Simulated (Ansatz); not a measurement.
# SiGeF+ (quintet): the correlation ladder, cc-pVDZ

One table from this session's results is given with a row withheld; the runs are named, their logs left out.

Program: Ansatz 0.2.0, Gaussian basis. Level of theory: cc-pVDZ, core rule «outside noble gas», up to 20 orbitals frozen. These are calculated values, not measurements.

Plan: UHF; CCSD(T) on ROHF; CCSD(T) on UHF; BCCD(T) on ROHF; CISD; CCSDT(Q) on ROHF; CCSDT(Q) on UHF.

31 further runs of the same task are left out: 12 for a known fault of the program, 8 that didn't finish, 11 set aside as unsound or not needed.

### What is computed

The geometry is a PBE0/def2-TZVP stationary point (not a proven minimum) of the parent state, kept for this charge and spin. No spin-orbit coupling is included. The filled d shell of Ge may be among the frozen orbitals whatever the setting's name suggests; the logs give the count.

3 atoms, charge 1, spin multiplicity 5.

Atoms are counted from 1 here; the program's logs count them from 0.

Bond lengths: F1–Si2 1.609 Å, Si2–Ge3 2.401 Å. Angles: F1–Si2–Ge3 112.0°.

Set-up of the first run:

in.yaml

```yaml
crystal:
  periodic: [false, false, false]
  atoms:
    - {symbol: F, position_ang: [0.000000, -0.643638, 2.239660]}
    - {symbol: Si, position_ang: [0.000000, 0.614886, 1.236912]}
    - {symbol: Ge, position_ang: [0.000000, -0.069401, -1.064004]}
basis:
  gaussian: {orbitals: cc-pVDZ}
total_charge: 1
magnetization: {spin_polarized: true, initial_magnetization: 4}
hamiltonian: {xc: hf}
output: {orbitals: {seedname: orbitals}}
```

The run is started by

```sh
> ansatz run in.yaml --threads 1 --pin off --events-out ev --progress --plain --max-ram 2393MiB
```

Among the steps run: UHF; CCSD(T) on ROHF; CCSD(T) on UHF; BCCD(T) on ROHF; CISD; CCSDT(Q) on ROHF; CCSDT(Q) on UHF.

One table of the session follows, with a row left open; its other results are not shown here.

```
   method  from RCCSDT(Q) (kJ/mol)
     ROHF                   +835.3
      UHF                   +829.1
     RMP2                    +84.2
     UMP2                    +83.8
     CISD                    +97.0
    RCCSD                    +31.4
    UCCSD                        ?
 RCCSD(T)                     +6.3
 UCCSD(T)                     +4.6
  BCCD(T)                     +5.8
   RCCSDT                     +2.1
   UCCSDT                     +0.3
RCCSDT(Q)                        0
UCCSDT(Q)                     -2.3
```

**Question.** Estimate the row for UCCSD.

The run gave: from RCCSDT(Q) (kJ/mol): +29.4. In the column «from RCCSDT(Q) (kJ/mol)» it lies between RCCSD(T) (+6.3) and RCCSD (+31.4).

To keep in mind: Restricted and unrestricted rows rest on different reference determinants; where their highest levels disagree by more than a few hundredths of an eV, they describe different states and don't form one ladder.
